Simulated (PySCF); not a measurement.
**Kr⁺, Kr²⁺: ionisation energy in Sapporo-DKH3-DZP-2012**

Aim: the ionisation energy of krypton from differences of total energies, at each level of theory, and how far each lands from the tabulated value where there is one.

The numbers are computed with PySCF 2.14.0 (unrestricted determinants in a Gaussian basis, no spin-orbit coupling in the energies), except any that are marked as measured or tabulated.

6 further runs of the same task are left out: 6 that didn't finish.

### 1 Starting point

- Element: krypton (Z = 36)
- Basis: Sapporo-DKH3-DZP-2012
- Hamiltonian: scalar relativity by spin-free X2C-1e
- State 1: Kr⁺: [Ar] 3d10 4s2 4p5, 2P determinant
- State 2: Kr²⁺: [Ar] 3d10 4s2 4p4, high-spin 3P determinant
- Methods: UHF, PBE0, M06-2X, MP2, CCSD(T)
- Core shells frozen in the correlated runs: valence: [Ar] 3d10 (for Kr⁺)

Outer shells as boxes (Hund's rule):

Kr+ [Ar] 3d10 4s2 4p5
```
[Ar] core
3d [↑↓][↑↓][↑↓][↑↓][↑↓]
4s [↑↓]
4p [↑↓][↑↓][↑ ]
```

Kr2+ [Ar] 3d10 4s2 4p4
```
[Ar] core
3d [↑↓][↑↓][↑↓][↑↓][↑↓]
4s [↑↓]
4p [↑↓][↑ ][↑ ]
```

One driver process ran all states and methods and kept the integrals in memory. Each run is shown as a PySCF script that sums up its settings (the driver passes frozen orbitals as a list and adds second-order terms of double hybrids); the logs are those of the runs themselves. The driver starts from symmetry-adapted Hartree-Fock orbitals, holds the occupation by maximum overlap and uses a logarithmic radial grid for functionals, so a plain start would take other cycles.

The driver's launch:

```sh
$ OMP_NUM_THREADS=1 python atomrun2.py TASK.json OUT
```

The integrals over 43 functions and the set-up took 0.47 s of CPU time.

### 2 Kr⁺

#### UHF

input.py

```python
from pyscf import gto, scf, dft, mp, cc
import basis_set_exchange as bse
mol = gto.M(atom="Kr 0 0 0", charge=1, spin=1, symmetry="D2h",
            basis=gto.basis.parse(bse.get_basis("Sapporo-DKH3-DZP-2012", elements=["Kr"], fmt="nwchem", header=False)),
            nucmod="G")
mf = scf.UHF(mol).sfx2c1e()
mf.irrep_nelec = {'Ag': (6, 6), 'B1g': (1, 1), 'B2g': (1, 1), 'B3g': (1, 1), 'B1u': (3, 3), 'B2u': (3, 3), 'B3u': (3, 2)}
mf.kernel()
```

#### PBE0

Changes to input.py:

```diff
@@ -5,3 +5,3 @@
             nucmod="G")
-mf = scf.UHF(mol).sfx2c1e()
+mf = dft.UKS(mol, xc="PBE0").sfx2c1e()
 mf.irrep_nelec = {'Ag': (6, 6), 'B1g': (1, 1), 'B2g': (1, 1), 'B3g': (1, 1), 'B1u': (3, 3), 'B2u': (3, 3), 'B3u': (3, 2)}
```

#### M06-2X

Changes to input.py:

```diff
@@ -5,3 +5,3 @@
             nucmod="G")
-mf = dft.UKS(mol, xc="PBE0").sfx2c1e()
+mf = dft.UKS(mol, xc="M062X").sfx2c1e()
 mf.irrep_nelec = {'Ag': (6, 6), 'B1g': (1, 1), 'B2g': (1, 1), 'B3g': (1, 1), 'B1u': (3, 3), 'B2u': (3, 3), 'B3u': (3, 2)}
```

#### MP2 (valence)

Changes to input.py:

```diff
@@ -5,4 +5,5 @@
             nucmod="G")
-mf = dft.UKS(mol, xc="M062X").sfx2c1e()
+mf = scf.UHF(mol).sfx2c1e()
 mf.irrep_nelec = {'Ag': (6, 6), 'B1g': (1, 1), 'B2g': (1, 1), 'B3g': (1, 1), 'B1u': (3, 3), 'B2u': (3, 3), 'B3u': (3, 2)}
 mf.kernel()
+mp.UMP2(mf, frozen=14).kernel()
```

#### CCSD(T) (valence)

Changes to input.py:

```diff
@@ -8,2 +8,3 @@
 mf.kernel()
-mp.UMP2(mf, frozen=14).kernel()
+mycc = cc.CCSD(mf, frozen=14).run()
+mycc.ccsd_t()
```

### 3 Kr²⁺: the ladder of methods

#### UHF

input.py

```python
from pyscf import gto, scf, dft, mp, cc
import basis_set_exchange as bse
mol = gto.M(atom="Kr 0 0 0", charge=2, spin=2, symmetry="D2h",
            basis=gto.basis.parse(bse.get_basis("Sapporo-DKH3-DZP-2012", elements=["Kr"], fmt="nwchem", header=False)),
            nucmod="G")
mf = scf.UHF(mol).sfx2c1e()
mf.irrep_nelec = {'Ag': (6, 6), 'B1g': (1, 1), 'B2g': (1, 1), 'B3g': (1, 1), 'B1u': (3, 2), 'B2u': (3, 3), 'B3u': (3, 2)}
mf.kernel()
```

#### PBE0

Changes to input.py:

```diff
@@ -5,3 +5,3 @@
             nucmod="G")
-mf = scf.UHF(mol).sfx2c1e()
+mf = dft.UKS(mol, xc="PBE0").sfx2c1e()
 mf.irrep_nelec = {'Ag': (6, 6), 'B1g': (1, 1), 'B2g': (1, 1), 'B3g': (1, 1), 'B1u': (3, 2), 'B2u': (3, 3), 'B3u': (3, 2)}
```

#### M06-2X

Changes to input.py:

```diff
@@ -5,3 +5,3 @@
             nucmod="G")
-mf = dft.UKS(mol, xc="PBE0").sfx2c1e()
+mf = dft.UKS(mol, xc="M062X").sfx2c1e()
 mf.irrep_nelec = {'Ag': (6, 6), 'B1g': (1, 1), 'B2g': (1, 1), 'B3g': (1, 1), 'B1u': (3, 2), 'B2u': (3, 3), 'B3u': (3, 2)}
```

#### MP2 (valence)

Changes to input.py:

```diff
@@ -5,4 +5,5 @@
             nucmod="G")
-mf = dft.UKS(mol, xc="M062X").sfx2c1e()
+mf = scf.UHF(mol).sfx2c1e()
 mf.irrep_nelec = {'Ag': (6, 6), 'B1g': (1, 1), 'B2g': (1, 1), 'B3g': (1, 1), 'B1u': (3, 2), 'B2u': (3, 3), 'B3u': (3, 2)}
 mf.kernel()
+mp.UMP2(mf, frozen=14).kernel()
```

#### CCSD(T) (valence)

Changes to input.py:

```diff
@@ -8,2 +8,3 @@
 mf.kernel()
-mp.UMP2(mf, frozen=14).kernel()
+mycc = cc.CCSD(mf, frozen=14).run()
+mycc.ccsd_t()
```

Q: Predict the outcome of this session.

The runs gave:

| quantity | value |
| --- | --- |
| ionisation energy, Kr⁺ | UHF 23.285, CCSD(T) (valence) 23.847 eV; reference 24.360 |

Accuracy against cost (mean over 1 difference):

```
           method  mean absolute miss against CCSD(T) (valence) (eV)  CPU time, both states (s)
              UHF                                              0.562                       0.44
             PBE0                                              0.557                        1.6
           M06-2X                                              0.383                        2.9
    MP2 (valence)                                              0.036                       0.51
SCS-MP2 (valence)                                              0.006                       0.51
   CCSD (valence)                                              0.008                           
CCSD(T) (valence)                                              0.000                        1.7
```

In words: The methods span 1.119 eV, from UHF (23.285) to PBE0 (24.403). The reference is uncertain or not like for like (spin-orbit coupling or other relativistic terms), so no ranking of close methods is drawn. All values hold for this basis alone; no basis-set limit was taken. The dearest level timed, M06-2X, costs 6.6 times the cheapest, UHF, and differs from CCSD(T) (valence) by 0.38 against 0.56 eV; CCSD(T) (valence) in this basis is a yardstick, not the exact answer.
